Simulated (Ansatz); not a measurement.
**C3H6ClFSi: up Jacob's ladder to CCSD(T)**

Aim: compute C3H6ClFSi with functionals from several rungs and with coupled cluster, and see how far each lands from CCSD(T) at the basis-set limit for the atomisation energy.

The runs use Ansatz 0.2.0, Gaussian basis; functionals in def2-TZVPP, the program's frozen cores in correlated methods.

Plan: PBE-D4, r2SCAN-D4, PBE0-D4, B3LYP-D4, ωB97X-V, ωB97M-V, B2PLYP; CCSD(T)/def2-TZVPP; MP2/def2-QZVPP; extrapolation to the limit.

### Step 1. The relaxed structure

An earlier PBE0-D4 in a triple-zeta def2 set relaxation fixed the geometry.

SMILES `C=C(CCl)[SiH2]F`, 12 atoms, charge 0, spin multiplicity 1.

Atoms are counted from 1 here; the program's logs count them from 0.

Bond lengths: C1–C2 1.331 Å, C1–H7 1.088 Å, C1–H8 1.085 Å, C2–C3 1.491 Å, C2–Si5 1.867 Å, C3–Cl4 1.796 Å, C3–H9 1.090 Å, C3–H10 1.091 Å, Si5–F6 1.604 Å, Si5–H11 1.479 Å, Si5–H12 1.484 Å. Angles: C2–C1–H7 121.8°, C2–C1–H8 121.6°, H7–C1–H8 116.6°, C1–C2–C3 120.9°, C1–C2–Si5 120.5°, C3–C2–Si5 118.6°, C2–C3–Cl4 110.8°, C2–C3–H9 112.4°, C2–C3–H10 111.5°, Cl4–C3–H9 107.2°, Cl4–C3–H10 105.3°, H9–C3–H10 109.2°, C2–Si5–F6 107.1°, C2–Si5–H11 113.0°, C2–Si5–H12 110.3°, F6–Si5–H11 107.0°, F6–Si5–H12 108.4°, H11–Si5–H12 110.8°.

### Step 2. PBE-D4 (GGA)

in.yaml

```yaml
crystal:
  periodic: [false, false, false]
  atoms:
    - {symbol: C, position_ang: [0.920501, -1.238223, -0.538337]}
    - {symbol: C, position_ang: [0.222799, -0.248805, 0.014619]}
    - {symbol: C, position_ang: [0.496015, 0.191118, 1.413302]}
    - {symbol: Cl, position_ang: [0.651521, 1.977823, 1.501213]}
    - {symbol: Si, position_ang: [-1.141871, 0.596458, -0.938631]}
    - {symbol: F, position_ang: [-1.534309, -0.368725, -2.157579]}
    - {symbol: H, position_ang: [1.730567, -1.733843, -0.007651]}
    - {symbol: H, position_ang: [0.701858, -1.599216, -1.537675]}
    - {symbol: H, position_ang: [1.418408, -0.233293, 1.809202]}
    - {symbol: H, position_ang: [-0.330424, -0.059716, 2.080011]}
    - {symbol: H, position_ang: [-0.721116, 1.886834, -1.527310]}
    - {symbol: H, position_ang: [-2.337048, 0.774385, -0.077163]}
basis:
  gaussian: {orbitals: def2-TZVPP}
hamiltonian: {xc: pbe, dispersion: d4}
output: {forces: true, orbitals: {seedname: orbitals}}
```

Run with:

```
$ ansatz run in.yaml --threads 2 --pin off --events-out ev --progress --plain --max-ram 22528MiB --backend cuda --devices 0, --max-vram 18GiB
```

Further steps of the session: r2SCAN-D4 (meta-GGA); PBE0-D4 (hybrid); B3LYP-D4 (hybrid); ωB97X-V (range-separated); ωB97M-V (range-separated); B2PLYP (double hybrid); CCSD(T) in def2-TZVPP; MP2 in def2-QZVPP.

Before running them: what should the planned runs give, taken together? Wanted: atomisation energy, CCSD(T)/CBS; farthest; mean size of error, hybrid; mean size of error, range-separated; gap, smallest and largest; T1 diagnostic; triples share of the correlation energy.

**Answer**, as computed:

```
                               quantity                                           value
        atomisation energy, CCSD(T)/CBS                                   4634.2 kJ/mol
 functionals within 23.2 kJ/mol (0.5 %)  r2SCAN-D4, PBE0-D4, B3LYP-D4, ωB97X-V, ωB97M-V
                               farthest                           PBE-D4 (+82.7 kJ/mol)
             mean size of error, hybrid                                     11.7 kJ/mol
    mean size of error, range-separated                                      6.5 kJ/mol
              gap, smallest and largest            5.06 eV (PBE-D4), 11.78 eV (ωB97X-V)
                          T1 diagnostic                                          0.0109
triples share of the correlation energy                                           3.9 %
```

What this shows: PBE-D4 is off by +82.7 kJ/mol. Double hybrids carry the basis error of their MP2 part in triple zeta, and no dispersion term here, so their miss is partly the set-up's. Misses under about 23.2 kJ/mol are within the doubt on the reference itself, which lacks core-valence correlation, relativity and higher excitations. Hartree-Fock recovers 74 % of the binding; the rest is correlation. Orbital gaps span 5.1 to 11.8 eV; exact exchange widens them.
